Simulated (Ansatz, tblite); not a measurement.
# The cluster Sn₂H₃: a ladder of methods and basis sets

An exercise on one series of results from a longer session: the logs are not shown, and one member is left open.

The runs use Ansatz 0.2.0, Gaussian basis; as each input shows.

Plan: GFN1-xTB, GFN2-xTB, PBE-D4/def2-TZVP, r2SCAN-D4/def2-TZVP, r2SCANh-D4/def2-TZVP, B97M-V/def2-TZVP, r2SCAN0-D4/def2-TZVP, LDA/def2-TZVP, B3LYP-D4/def2-TZVP, PBE-D4/def2-SVP, PBE0-D4/def2-SVP, PBE0-D4/def2-TZVPD, PBE-D4/def2-TZVPD, r2SCAN-D4/def2-TZVPD, CCSD(T)/def2-TZVPP, MP2/def2-TZVP, RPA/def2-TZVP, CCSD(T)/def2-TZVPD.

2 further runs of the same task are left out: 2 set aside as unsound or not needed. Runs told in other sessions of the task aren't counted.

### The relaxed structure

The doublet was relaxed beforehand with PBE0-D4/def2-TZVP. At that level it is the lowest of the isomers that a small search found.

5 atoms, charge 0, spin multiplicity 2.

Bond lengths: Sn1–Sn2 2.765 Å, Sn1–H3 1.773 Å, Sn2–H4 1.726 Å, Sn2–H5 1.723 Å. Angles: Sn2–Sn1–H3 85.4°, Sn1–Sn2–H4 126.4°, Sn1–Sn2–H5 129.6°, H4–Sn2–H5 104.0°.

Geometry (Å):

```
Sn   -0.37267    0.15479   -2.10060
Sn    0.22740    0.38025    0.58891
H    -0.78984   -1.52625   -1.72053
H     0.80030    1.79444    1.39507
H     0.13480   -0.80323    1.83715
```

Sn takes a core potential in the def2 sets. No spin-orbit coupling is included.

PBE0-D4/def2-TZVP was run before; its log isn't repeated, and its numbers join the tables.

The first run:

Tight binding, by tblite at 300 K electronic temperature and without a spin-polarisation term:

```python
tblite.interface.Calculator('GFN1-xTB', numbers, positions, charge=0, uhf=1).singlepoint()
```

Tight binding, by tblite at 300 K electronic temperature and without a spin-polarisation term:

```python
tblite.interface.Calculator('GFN2-xTB', numbers, positions, charge=0, uhf=1).singlepoint()
```

start.molden holds the orbitals of an earlier run on this state, given as this run's starting guess.

in.yaml

```yaml
crystal:
  periodic: [false, false, false]
  atoms:
    - {symbol: Sn, position_ang: [-0.372668, 0.154791, -2.100596]}
    - {symbol: Sn, position_ang: [0.227399, 0.380249, 0.588908]}
    - {symbol: H, position_ang: [-0.789842, -1.526247, -1.720528]}
    - {symbol: H, position_ang: [0.800304, 1.794435, 1.395066]}
    - {symbol: H, position_ang: [0.134796, -0.803228, 1.837149]}
basis:
  gaussian: {orbitals: def2-TZVP, initial_orbitals: start.molden}
magnetization: {spin_polarized: true, initial_magnetization: 1}
hamiltonian: {xc: pbe, dispersion: d4}
scf: {omitted_lower_state_checks: [starts]}
output: {orbitals: {seedname: orbitals}}
```

Command:

```console
$ ansatz run in.yaml --threads 4 --pin off --events-out ev --progress --plain --max-ram 3916MiB
```

Steps of the session up to this table: PBE-D4/def2-TZVP; r2SCAN-D4/def2-TZVP; r2SCANh-D4/def2-TZVP; B97M-V/def2-TZVP; r2SCAN0-D4/def2-TZVP; LDA/def2-TZVP; B3LYP-D4/def2-TZVP; PBE-D4/def2-SVP; PBE0-D4/def2-SVP; PBE0-D4/def2-TZVPD; PBE-D4/def2-TZVPD; r2SCAN-D4/def2-TZVPD; CCSD(T)/def2-TZVPP; MP2/def2-TZVP; RPA/def2-TZVP; CCSD(T)/def2-TZVPD.

One table of the session follows, with a row left open; its other results are not shown here.

It belongs to the step «Levels side by side». 

| level | HOMO (eV) | LUMO (eV) | gap (eV) |
| --- | --- | --- | --- |
| LDA/def2-TZVP | -5.09 | -4.53 | 0.56 |
| PBE-D4/def2-SVP | -4.94 | -4.16 | 0.77 |
| PBE-D4/def2-TZVP | -4.98 | -4.20 | 0.78 |
| PBE-D4/def2-TZVPD | -4.99 | -4.21 | 0.77 |
| r2SCAN-D4/def2-TZVP | -5.30 | -3.95 | 1.35 |
| r2SCAN-D4/def2-TZVPD | -5.30 | -3.95 | 1.35 |
| B97M-V/def2-TZVP | -4.96 | -4.30 | 0.67 |
| r2SCANh-D4/def2-TZVP | -5.56 | -3.68 | 1.89 |
| B3LYP-D4/def2-TZVP | -5.49 | -3.74 | 1.75 |
| PBE0-D4/def2-SVP | -5.68 | -3.41 | 2.27 |
| PBE0-D4/def2-TZVP | ? | ? | ? |
| PBE0-D4/def2-TZVPD | -5.72 | -3.43 | 2.29 |
| r2SCAN0-D4/def2-TZVP | -5.96 | -3.27 | 2.69 |

Q: Estimate the row for PBE0-D4/def2-TZVP from the others.

As computed: HOMO (eV): -5.71; LUMO (eV): -3.43; gap (eV): 2.29. In the column «HOMO (eV)» it lies between PBE0-D4/def2-TZVPD (-5.72) and PBE0-D4/def2-SVP (-5.68).
